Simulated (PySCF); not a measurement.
# ErH6O3 (Er(H2O)33+): the cost of one run

Computed with PySCF 2.14.0. Level: several levels, as the steps say, no spin–orbit coupling.

1 further run of the same task is left out (for a known fault of the program).

## (1) The system as given

10 atoms, charge 3, spin multiplicity 1.

Bond lengths: Er1–O2 2.220 Å, Er1–O5 2.220 Å, Er1–O8 2.220 Å, O2–H3 0.989 Å, O2–H4 0.989 Å, O5–H6 0.989 Å, O5–H7 0.989 Å, O8–H9 0.989 Å, O8–H10 0.989 Å. Angles: O2–Er1–O5 120.0°, O2–Er1–O8 120.0°, O5–Er1–O8 120.0°, Er1–O2–H3 128.6°, Er1–O2–H4 128.6°, H3–O2–H4 102.8°, Er1–O5–H6 128.6°, Er1–O5–H7 128.6°, H6–O5–H7 102.8°, Er1–O8–H9 128.6°, Er1–O8–H10 128.6°, H9–O8–H10 102.8°.

Geometry (Å):

```csv
atom,x (Å),y (Å),z (Å)
Er1,0.0000,0.0000,0.0000
O2,2.2205,0.0000,0.0000
H3,2.8376,0.7349,0.2398
H4,2.8376,-0.7349,-0.2398
O5,-1.1102,1.9230,0.0000
H6,-2.0552,2.0900,0.2398
H7,-0.7824,2.8249,-0.2398
O8,-1.1102,-1.9230,0.0000
H9,-0.7824,-2.8249,0.2398
H10,-2.0552,-2.0900,-0.2398
```

Formal oxidation states: Er +3. Each metal's 11 4f electrons lie in its core potential, so multiplicities, spins and levels count the valence alone. An earlier session relaxed this geometry at PBE0, Er lcecp-1-SVP with ECP57, O def2-SVP, H def2-SVP (singlet, point group D3).

At PBE0 on the finer grid: E = -266.023218 Eh, HOMO -25.50 eV, LUMO -17.20 eV, Mulliken charge on Er1 +1.94 e, largest force component 0.006 eV/Å. 

Levels to run: BP86; BLYP; PBE0, TZVP. Hardware: 2 threads of AMD EPYC 7R43 (Zen 3), shared host.

## (2) BP86

Contents of run.py (the lines that set the calculation):

```python
mol = gto.M(atom='''
Er     0.00000     0.00000     0.00000
O      2.22049     0.00001     0.00000
H      2.83761     0.73487     0.23977
H      2.83762    -0.73485    -0.23977
O     -1.11025     1.92300     0.00000
H     -2.05523     2.09001     0.23977
H     -0.78241     2.82488    -0.23977
O     -1.11024    -1.92301     0.00000
H     -0.78239    -2.82488     0.23977
H     -2.05521    -2.09002    -0.23977''',
    basis={'Er': 'lcecp-1-SVP', 'O': 'def2-SVP', 'H': 'def2-SVP'},
    ecp={'Er': 'lcecp-1-SVP'},
    charge=3, spin=0)
mf = dft.RKS(mol, xc='B88,P86')
mf.grids.atom_grid = (75, 302)  # f atoms: unpruned, at least (60, 302)
mf = mf.density_fit()  # fitting sets: Er AutoAux, O def2-universal-JKFIT, H def2-universal-JKFIT
mf.conv_tol = 1e-08; mf.max_cycle = 55
mf.kernel(dm0)  # dm0: the density of the relaxed state
```

Run with:

```sh
$ OMP_NUM_THREADS=2 python run.py
```

**Question.** How long does this run take on 2 threads of AMD EPYC 7R43 (Zen 3), shared host?

About 6.8 s.
